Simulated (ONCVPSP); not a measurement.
**Ru: generating and testing an ONCV potential**

Aim: build the potential from the settings below, then test how well it stands in for the atom: other configurations, scattering, ghost states and the plane-wave cutoff that it needs.

Method: ONCVPSP 4.0.1, LDA (Perdew-Zunger), scalar-relativistic.

## (1) The atom and the settings

Typed settings, in words:

- element: ruthenium (Ru, Z = 44)
- type: optimised norm-conserving Vanderbilt (ONCV)
- frozen core: [Ar] 3d10
- valence charge: 16
- reference configuration: 4s2 4p6 4d6 (charge +2)
- partial waves: 4s: rc 1.35 bohr, ncon 4, nbas 8, qcut 8.8 1/bohr, 2 projectors, debl 3.7 Ha; 4p: rc 1.80 bohr, ncon 4, nbas 8, qcut 6.5 1/bohr, 2 projectors, debl 0.5 Ha; 4d: rc 1.35 bohr, ncon 3, nbas 8, qcut 12.9 1/bohr, local
- local potential: the d channel
- core correction: Teter function fitted to the true core (icmod 2), fcfact 0.55

An earlier all-electron run gives the scale for the radii.

All-electron outer shells of the reference configuration (LDA (Perdew-Zunger), scalar-relativistic, ld1.x):

```csv
shell,level (eV),outermost node (bohr),outermost maximum (bohr)
4s,-96.60,0.48,0.91
4p,-66.55,0.49,0.98
4d,-24.38,0.48,1.20
5s,-19.39,1.22,2.41
5p,-13.61,1.37,2.87
```

## (2) Generating the potential

File Ru.dat:

```
# ATOM AND REFERENCE CONFIGURATION
# atsym  z   nc   nv     iexc    psfile
  Ru 44.00    6    3        3      upf
#
#   n    l    f
    1    0    2.00
    2    0    2.00
    2    1    6.00
    3    0    2.00
    3    1    6.00
    3    2   10.00
    4    0    2.00
    4    1    6.00
    4    2    6.00
#
# PSEUDOPOTENTIAL AND OPTIMIZATION
# lmax
    2
#
#   l,   rc,      ep,       ncon, nbas, qcut
    0    1.35    0.00    4    8    8.80
    1    1.80    0.00    4    8    6.50
    2    1.35    0.00    3    8   12.90
#
# LOCAL POTENTIAL
# lloc, lpopt,  rc(5),   dvloc0
    2    5    1.35    0.00
#
# VANDERBILT-KLEINMAN-BYLANDER PROJECTORs
# l, nproj, debl
    0    2    3.70
    1    2    0.50
    2    0    1.70
#
# MODEL CORE CHARGE
# icmod, fcfact, rcfact
    2    0.55    0.95
#
# LOG DERIVATIVE ANALYSIS
# epsh1, epsh2, depsh
   -5.00    5.00    0.04
#
# OUTPUT GRID
# rlmax, drl
    6.00    0.01
#
# TEST CONFIGURATIONS
# ncnf
    4
# nvcnf
#   n    l    f
    4
    4    0    2.00
    4    1    6.00
    4    2    7.00
    5    0    1.00
#
    3
    4    0    2.00
    4    1    6.00
    4    2    7.00
#
    3
    4    0    2.00
    4    1    6.00
    4    2    5.00
#
    5
    4    0    2.00
    4    1    6.00
    4    2    6.00
    5    0    1.00
    5    1    1.00
#
```

The run is started by

```
$ oncvpsp.x < Ru.dat > Ru.out
```

Before running it: what results should come out? Wanted: cutoffs for 1 and 0.1 mHa per electron, occupied waves; bound ghosts; GHOST(+) flags; largest test error; largest phase difference near zero energy, channels read; rms error of d²Exc/dn², without and with the model core; projector energies reset by the program.

The runs gave:

| quantity | value |
| --- | --- |
| cutoffs for 1 and 0.1 mHa per electron, occupied waves | 30 Ha and 35 Ha |
| bound ghosts | none found |
| GHOST(+) flags | s at 519 eV |
| largest test error (AE − PS) | +2.5 meV, for 4s2 4p6 4d6 5s1 5p1 |
| largest phase difference near zero energy, channels read | 0.001 rad |
| rms error of d²Exc/dn², without and with the model core | 4.65 and 0.70 mHa |
| projector energies reset by the program | p: -2.446, 0.250 Ha |

In words: The worst unpolarised test, 4s2 4p6 4d6 5s1 5p1, is off by 2.5 meV on 20.4 eV; by total energies transferability rates as very good. By its cutoff, 30 Ha for the looser tolerance, it is of middling hardness. It is free of bound ghosts as far as tested. Near zero energy the phases of the channels with partial waves agree within 0.001 rad. The program also flags highly localised states, GHOST(+) (s).
